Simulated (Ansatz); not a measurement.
## Zn3Pd: equation of state with PBE

The system is Zn3Pd.

```
Pd Zn
1.0
    -1.85533    1.85533    4.04298
     1.85533   -1.85533    4.04298
     1.85533    1.85533   -4.04298
Pd Zn
1 3
Direct
  0.00000 0.00000 0.00000
  0.50000 0.50000 0.00000
  0.25000 0.75000 0.50000
  0.75000 0.25000 0.50000
```

The cell comes from a database or a generator and needn't be the stable form of this composition.

| Quantity | Value |
| --- | --- |
| Program | Ansatz 0.2.0 |
| Task | equation of state |
| Functional | PBE |
| Potentials or basis | Ansatz PAW |
| Cutoff | 420 eV |
| Density cutoff | 1680 eV |
| k mesh | 10 × 10 × 10 |
| Occupations | fermi-dirac, width 0.05 eV |
| Spin | no spin polarisation |

```yaml
Equilibrium_volume: 14.45 Å³/atom
Bulk_modulus_at_fixed_shape_and_positions: 113 GPa
Pressure_derivative_of_the_bulk_modulus: 5.2
```

Energy against volume, from the lowest point:
| volume (Å³/atom) | energy (meV/atom) |
| --- | --- |
| 13.082 | 55.43 |
| 13.360 | 33.62 |
| 13.639 | 17.80 |
| 13.917 | 7.32 |
| 14.195 | 1.56 |
| 14.474 | 0.00 |
| 14.752 | 2.17 |

All runs of the series together: 38 s on 2 threads of Arm Neoverse V2, with other jobs on the host.

Caveat: the cell was scaled at fixed shape and fractional positions, which overstates the stiffness of a crystal with free parameters, most of all of layers and chains.
